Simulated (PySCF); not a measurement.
# C4H6OSi: the cost of one run

Computed with PySCF 2.14.0 and routines of our own; the level stands in each step. Atoms count from 0.

### 1 The starting structure

12 atoms, charge 0, multiplicity 1; geometry from: GFN2-xTB.

### 2 Optimising the geometry at PBE/cc-pVDZ

The job: settings as JSON, then the geometry in Å.

```
{"job": {"xc": "PBE", "basis": "cc-pVDZ", "grid": 1, "kind": "geom"}, "charge": 0, "multiplicity": 1}
O      2.289914     0.649243    -0.299390
C      0.967177     0.360265    -0.148999
C      0.005474     1.286372    -0.314085
C     -1.347241     0.809296    -0.116099
C     -1.510032    -0.484296     0.207501
Si     0.167820    -1.308733     0.304716
H      2.820482    -0.137677    -0.141551
H      0.200441     2.314725    -0.574388
H     -2.169308     1.502104    -0.234062
H     -2.480348    -0.921231     0.372228
H      0.600678    -1.750203     1.632776
H      0.456141    -2.320551    -0.714673
```

Run with:

```console
$ OMP_NUM_THREADS=1 python excited_run.py task.json out
```

One launch serves the whole session: the jobs run in the order shown.

**Question.** How long does this first job take on 1 thread of Arm Neoverse V1, shared host, and how much memory does it need?

About 34 s, with a peak of 0.49 GiB.
